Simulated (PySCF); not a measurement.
# C4HBF2: the cost of one run

Computed with PySCF 2.14.0, with density-fitted response routines of our own, on a single molecule in the gas phase. Atoms count from 0, in the outputs and in this text.

## Step 1: The molecule as given

8 atoms, charge 0, multiplicity 1; geometry from: PBE0-D3(BJ)/def2-SVP.

Bonds of the start (Å): C0–C1 1.22, C1–C2 1.37, C2–C3 1.22, C3–B4 1.52, B4–F5 1.32, B4–F6 1.32, C0–H7 1.08.

## Step 2: X-ray photoelectron lines: SCAN, X2C

Job settings and geometry (Å):

```
{"job": {"kind": "xps"}, "charge": 0, "multiplicity": 1}
C      2.883510    -0.363796     1.089878
C      1.711381    -0.213910     0.799844
C      0.393507    -0.046029     0.472475
C     -0.785551     0.098272     0.178534
B     -2.253378     0.281031    -0.190834
F     -2.749597     1.476752    -0.429717
F     -3.063787    -0.752130    -0.283895
H      3.918895    -0.499343     1.345978
```

Level: delta-SCF UKS SCAN, pcX-2 on the ionised atom, pcseg-1 elsewhere, spin-free X2C.

The run is started by

```sh
$ OMP_NUM_THREADS=1 python probes_run.py task.json out
```

One launch serves the whole session: the jobs run in the order shown.

Q: Estimate the wall time and peak memory of this first job on 1 thread of Arm Neoverse V2, shared host.

About 25 s, with a peak of 0.42 GiB.
